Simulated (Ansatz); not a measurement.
# SnH2ClO2 (SMILES [OH][Sn]([OH])[Cl]): levels of theory compared

Wanted: a comparison of 6 runs (UHF/STO-3G, UHF/3-21G, U-r2SCAN/def2-SVP, U-wB97M-V/def2-SVP, UB3LYP/def2-SVP, UMP2/def2-SVP) of SnH2ClO2. 

The calculation is run with Ansatz 0.2.0.

63 further runs of the same task are left out: 63 set aside as unsound or not needed.

## (1) The system as given

SnH2ClO2: 6 atoms, total charge 0, spin state doublet. SMILES: `[OH][Sn]([OH])[Cl]`. One bond was lengthened or shortened from a relaxed shape.

Bond lengths: O1–Sn2 1.969 Å, Sn2–O3 2.255 Å, Sn2–Cl4 2.349 Å, O1–H5 0.962 Å, O3–H6 0.964 Å. Angles: O1–Sn2–O3 101.9°, O1–Sn2–Cl4 109.1°, O3–Sn2–Cl4 108.0°, Sn2–O1–H5 114.3°, Sn2–O3–H6 110.7°.

## (2) The energy at UHF/STO-3G (run 1)

Input file molecule.yaml:

```yaml
crystal:
  periodic: [false, false, false]
  atoms:
    - {symbol: O, position_ang: [-0.580124, 1.479967, -0.408447]}
    - {symbol: Sn, position_ang: [0.239076, -0.238733, -0.909847]}
    - {symbol: O, position_ang: [1.256500, -0.847900, 1.007700]}
    - {symbol: Cl, position_ang: [-1.460924, -1.797633, -1.356747]}
    - {symbol: H, position_ang: [-1.315424, 1.745867, -0.968647]}
    - {symbol: H, position_ang: [1.372100, -0.087800, 1.589200]}
basis:
  gaussian: {orbitals: STO-3G}
magnetization: {spin_polarized: true, initial_magnetization: 1}
hamiltonian: {xc: hf}
accuracy: high
output: {orbitals: {seedname: orbitals}}
```

On the command line:

```sh
$ ansatz run molecule.yaml --threads 1 --pin off --max-ram 3480MiB --events-out events.jsonl --progress --plain --runs-dir runs
```

Log:

```text
Warning: RAYON_NUM_THREADS=1 ignored (pool sized by the plan → 1); use --threads N
Functional definition: HF
  name "HF"
  exchange = exact_x
  correlation = 0
930 factors; integrals over basis functions are off by at most 1.1e-8 eV
mean field evaluation 1: about -178685.5475 eV, gradient 2.2e1 eV
mean field evaluation 2: about -178685.6713 eV, gradient 2.2e1 eV
mean field evaluation 4: about -178690.1961 eV, gradient 1.9e0 eV
mean field evaluation 8: about -178690.3139 eV, gradient 3.3e-1 eV
mean field evaluation 16: about -178690.3281 eV, gradient 3.2e-6 eV
mean field evaluation 32: about -178680.8322 eV, gradient 2.3e1 eV
mean field evaluation 64: about -178689.3624 eV, gradient 6.4e-1 eV
mean field -178690.32814827 eV, -6566.7484387943 hartree, gradient 9.3e-8 eV, S^2 0.865786; 1 other end points of the search recorded, 0 dependent functions left out
reference -178690.32814827 eV, -6566.7484387943 hartree; 43, 42 occupied and 5, 6 virtual orbitals, 930 factors
Total energy: -178690.32814827 eV, -6566.7484387943 hartree
```

Wall time 3.3 s (1 thread of Arm Neoverse V2, shared host); peak memory 0.19 GiB.

## (3) The energy at UHF/3-21G (run 2)

Input file run.yaml:

```yaml
crystal:
  periodic: [false, false, false]
  atoms:
    - symbol: O
      position_ang: [-0.580124, 1.479967, -0.408447]
    - symbol: Sn
      position_ang: [0.239076, -0.238733, -0.909847]
    - symbol: O
      position_ang: [1.256500, -0.847900, 1.007700]
    - symbol: Cl
      position_ang: [-1.460924, -1.797633, -1.356747]
    - symbol: H
      position_ang: [-1.315424, 1.745867, -0.968647]
    - symbol: H
      position_ang: [1.372100, -0.087800, 1.589200]
basis:
  gaussian: {orbitals: 3-21G-spherical.json}
magnetization: {spin_polarized: true, initial_magnetization: 1}
output: {orbitals: {seedname: orbitals}}
hamiltonian: {xc: hf}
accuracy: high
```

The basis set 3-21G is read from a file made from the Basis Set Exchange's data (not shown).

On the command line:

```sh
$ ansatz run run.yaml --threads 1 --pin off --max-ram 3480MiB --events-out events.jsonl --progress --plain --runs-dir runs
```

Log:

```text
Warning: RAYON_NUM_THREADS=1 ignored (pool sized by the plan → 1); use --threads N
[... 4 set-up lines as earlier in the session ...]
1354 factors; integrals over basis functions are off by at most 3.3e-8 eV
mean field evaluation 1: about -179690.2596 eV, gradient 3.3e1 eV
mean field evaluation 2: about -179690.2985 eV, gradient 3.3e1 eV
mean field evaluation 4: about -179695.0996 eV, gradient 2.3e0 eV
mean field evaluation 8: about -179695.2264 eV, gradient 3.7e-1 eV
mean field evaluation 16: about -179695.2506 eV, gradient 2.8e-4 eV
mean field evaluation 32: about -179693.8945 eV, gradient 8.8e0 eV
mean field evaluation 64: about -179694.4898 eV, gradient 6.7e-1 eV
mean field -179695.25056693 eV, -6603.6786565193 hartree, gradient 2.6e-8 eV, S^2 0.834663; 0 other end points of the search recorded, 0 dependent functions left out
reference -179695.25056693 eV, -6603.6786565193 hartree; 43, 42 occupied and 23, 24 virtual orbitals, 1354 factors
Total energy: -179695.25056693 eV, -6603.6786565193 hartree
```

Run time: 6 s. Hardware: 1 thread of Arm Neoverse V2, shared host; peak memory 0.27 GiB.

Run 3 isn't shown in full; the table further down has it.

## (4) A single-point energy at U-wB97M-V/def2-SVP (core potential) (run 4)

Input file input.yaml:

```yaml
crystal:
  periodic: [false, false, false]
  atoms:
    - symbol: O
      position_ang: [-0.580124, 1.479967, -0.408447]
    - symbol: Sn
      position_ang: [0.239076, -0.238733, -0.909847]
    - symbol: O
      position_ang: [1.256500, -0.847900, 1.007700]
    - symbol: Cl
      position_ang: [-1.460924, -1.797633, -1.356747]
    - symbol: H
      position_ang: [-1.315424, 1.745867, -0.968647]
    - symbol: H
      position_ang: [1.372100, -0.087800, 1.589200]
basis:
  gaussian: {orbitals: def2-SVP}
magnetization: {spin_polarized: true, initial_magnetization: 1}
hamiltonian: {xc: {name: wB97M-V}}
accuracy: high
output: {orbitals: {seedname: orbitals}}
```

On the command line:

```sh
$ ansatz run input.yaml --threads 1 --pin off --max-ram 3480MiB --events-out events.jsonl --progress --plain --runs-dir runs
```

Log:

```text
Warning: RAYON_NUM_THREADS=1 ignored (pool sized by the plan → 1); use --threads N
Functional definition: wB97M-V
  name "wB97M-V"
  parameter omega = 0.3/bohr
  parameter cx = 0.15
  parameter cx01 = 1.007
  parameter cx10 = 0.259
  parameter css00 = 0.443
  parameter css04 = -1.437
  parameter css10 = -4.535
  parameter css20 = -3.390
  parameter css43 = 4.278
  parameter cos00 = 1.000
  parameter cos10 = 1.358
  parameter cos20 = 2.924
  parameter cos21 = -8.812
  parameter cos60 = -1.390
  parameter cos61 = 9.142
  parameter b = 6.0
  parameter c = 0.01
  gx(w, u) = 1 - cx + cx01*u + cx10*w
  gss(w, u) = css00 + css04*u^4 + css10*w + css20*w^2 + css43*w^4*u^3
  gos(w, u) = cos00 + cos10*w + (cos20 + cos21*u)*w^2 + (cos60 + cos61*u)*w^6
  exchange = spin_sum(e_x_unif_sr(omega)*gx(b97_w, b97_u_x)) + cx*exact_x_sr(omega) + exact_x_lr(omega)
  correlation = spin_sum(e_c_pw_mod_same_spin*gss(b97_w, b97_u_same))
      + integral(e_c_pw_mod_opposite_spin*gos(b97_w_opposite, b97_u_opposite)) + vv10(b, c)
1785 factors; integrals over basis functions are off by at most 3.5e-9 eV
352 factors; integrals over basis functions are off by at most 1.7e-9 eV
mean field evaluation 1: about -22462.0805 eV, gradient 4.6e1 eV
mean field evaluation 2: about -22449.5929 eV, gradient 7.3e1 eV
mean field evaluation 4: about -22470.7594 eV, gradient 5.0e0 eV
mean field evaluation 8: about -22470.9602 eV, gradient 2.4e-1 eV
mean field evaluation 16: about -22470.9633 eV, gradient 4.7e-3 eV
mean field evaluation 32: about -22470.9633 eV, gradient 1.7e-6 eV
mean field -22470.96328463 eV, -825.7926693442 hartree, gradient 5.9e-8 eV, S^2 0.765032; 0 other end points of the search recorded, 0 dependent functions left out
reference -22470.96328888 eV, -825.7926695004 hartree; 29, 28 occupied and 53, 54 virtual orbitals, 1785 factors
Total energy: -22470.96328888 eV, -825.7926695004 hartree
```

Run time: 2.3 min. Hardware: 1 thread of Arm Neoverse V2, shared host; peak memory 1 GiB.

Run 5 isn't shown in full; the table further down has it.

## (5) A single-point energy at UMP2/def2-SVP (core potential) (run 6)

Input file run.yaml:

```yaml
crystal:
  periodic: [false, false, false]
  atoms:
    - {symbol: O, position_ang: [-0.580124, 1.479967, -0.408447]}
    - {symbol: Sn, position_ang: [0.239076, -0.238733, -0.909847]}
    - {symbol: O, position_ang: [1.256500, -0.847900, 1.007700]}
    - {symbol: Cl, position_ang: [-1.460924, -1.797633, -1.356747]}
    - {symbol: H, position_ang: [-1.315424, 1.745867, -0.968647]}
    - {symbol: H, position_ang: [1.372100, -0.087800, 1.589200]}
basis:
  gaussian:
    orbitals: def2-SVP
magnetization:
  spin_polarized: true
  initial_magnetization: 1
correlation:
  method: mp2
  frozen_orbitals: {Cl: 5, H: 0, O: 1, Sn: 4}
accuracy: high
```

On the command line:

```sh
$ ansatz run run.yaml --threads 1 --pin off --max-ram 3480MiB --events-out events.jsonl --progress --plain --runs-dir runs
```

Log:

```text
Warning: RAYON_NUM_THREADS=1 ignored (pool sized by the plan → 1); use --threads N
[... 4 set-up lines as earlier in the session ...]
1785 factors; integrals over basis functions are off by at most 3.5e-9 eV
mean field evaluation 1: about -22402.4808 eV, gradient 3.6e1 eV
mean field evaluation 2: about -22402.5820 eV, gradient 3.6e1 eV
mean field evaluation 4: about -22408.2507 eV, gradient 2.7e0 eV
mean field evaluation 8: about -22408.4037 eV, gradient 7.1e-1 eV
mean field evaluation 16: about -22408.4375 eV, gradient 2.6e-3 eV
mean field evaluation 32: about -22407.2410 eV, gradient 3.6e0 eV
mean field -22408.43748720 eV, -823.4948886703 hartree, gradient 7.4e-8 eV, S^2 0.820801; 3 other end points of the search recorded, 0 dependent functions left out
11 core orbitals not correlated: weight in the atoms' cores, before any rotation towards them, 1.000 or more for the frozen orbitals, at most 0.000 for the correlated occupied ones
reference -22408.43748720 eV, -823.4948886703 hartree; 18, 17 occupied and 53, 54 virtual orbitals, 1785 factors
second order -16.39815280 eV of doubles, -0.00000000 eV of singles
Total energy: -22424.83564000 eV, -824.0975096706 hartree
```

Wall time 6 s (1 thread of Arm Neoverse V2, shared host); peak memory 0.3 GiB.

## (6) The series

```tsv
run	level	core potential	frozen core orbitals	energy (Eh)	HOMO energy (eV)	LUMO energy (eV)	⟨S²⟩	wall time
1	UHF/STO-3G	none	–	-6566.748439	-6.59	3.35	0.866	3.3 s
2	UHF/3-21G	none	–	-6603.678657	-9.88	-0.90	0.835	6 s
3	U-r2SCAN/def2-SVP (core potential)	def2-SVP	–	-825.895878	-6.43	-5.09	0.759	21 s
4	U-wB97M-V/def2-SVP (core potential)	def2-SVP	–	-825.792670	-9.31	-2.65	0.765	2.3 min
5	UB3LYP/def2-SVP (core potential)	def2-SVP	–	-825.998673	-6.99	-4.72	0.760	14 s
6	UMP2/def2-SVP (core potential)	def2-SVP	11	-824.097510	–	–	0.821	6 s
```

## (7) Results

| quantity | value |
| --- | --- |
| run 6: total energy | -824.09751 Eh |
| run 6: correlation energy (11 core orbitals frozen) | -602.6 mEh |
| run 6: ⟨S²⟩ of the reference determinant | 0.821 |

Totals of different functionals can't be ranked against each other. Some runs of one species differ in core potentials or relativity; totals across that change don't compare. In run 1 the basis is minimal, so the values are rough. In runs 1, 2 relativity is left out where basis or elements ask for it. Spin contamination of the reference: run 1 ⟨S²⟩ = 0.87. All runs together took 3.1 min, the longest 2.3 min.
